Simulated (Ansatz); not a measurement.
# SrB3Pd2: the cost of one run

Computed with Ansatz 0.2.0 (DFT PBE, scalar-relativistic, plane waves, PAW, unless a step names another level, unless a step's input says otherwise).

2 further runs of the same task are left out: 2 set aside as unsound or not needed.

## (1) The starting structure

The structure is orthorhombic, space group Cmmm (No. 65). Conventional cell: a = 5.851 Å, b = 8.426 Å, c = 3.069 Å, α = 90.00°, β = 90.00°, γ = 90.00°. Sr (site symmetry mmm) is surrounded by 8 Pd at 2.99 Å and 10 B at 3.06 to 3.30 Å and 2 Sr at 3.07 Å. Around B (site symmetry m2m) lie 3 B at 1.78 to 1.82 Å and 4 Pd at 2.44 Å. B (site symmetry mmm) is surrounded by 4 B at 1.78 Å and 4 Pd at 2.56 Å. Pd (site symmetry 2/m) is surrounded by 6 B at 2.44 to 2.56 Å.

As a file:

```xyz
6
Lattice="2.9256 -4.2130 0.0000 2.9256 4.2130 0.0000 0.0000 0.0000 3.0688" Properties=species:S:1:pos:R:3 pbc="T T T"
Sr    2.9256    0.0000    0.0000
B     2.9256    3.3046    0.0000
B     2.9256   -3.3046    0.0000
B     0.0000    0.0000    1.5344
Pd    1.4628    2.1065    1.5344
Pd    1.4628   -2.1065    1.5344
```

It came out lowest among 23 distinct ends of the trial cells. At a tolerance of 0.05 Å it has space group Cmmm (No. 65).

## (2) Tight relaxation for the response runs, on the response runs' mesh and smearing

The input, input.yaml:

```yaml
crystal:
  lattice:
    - [2.9256324056, -4.2129806264, 0.0]
    - [2.9256324056, 4.2129806264, 0.0]
    - [0.0, 0.0, 3.0688342298]
  atoms:
    - { symbol: Sr, position: [0.5, 0.5, 0.0] }
    - { symbol: B, position: [0.107809558, 0.892190442, 0.0] }
    - { symbol: B, position: [0.892190442, 0.107809558, 0.0] }
    - { symbol: B, position: [0.0, 0.0, 0.5] }
    - { symbol: Pd, position: [0.0, 0.5, 0.5] }
    - { symbol: Pd, position: [0.5, 0.0, 0.5] }
basis:
  ecutwfc: 420
kpoints:
  mp_grid: { grid: [6, 6, 10] }
hamiltonian:
  xc: pbe
scf:
  occupations: { method: gaussian, width: 0.1 }
output:
  forces: true
  stress: true
  eigenvalues: true
relax:
  adjacent_minimum: "off"
  f_tol: 0.001
  max_steps: 60
  cell: { stress_tol: 0.01 }
```

Run with:

```
$ ansatz run input.yaml --threads 3 --pin off --max-ram 7680MiB --backend cpu --events-out ev --progress --plain --runs-dir out
```

Q: Estimate wall time and peak memory on 3 threads of Arm Neoverse V2, shared host.

About 8.3 s, with a peak of 0.48 GiB.
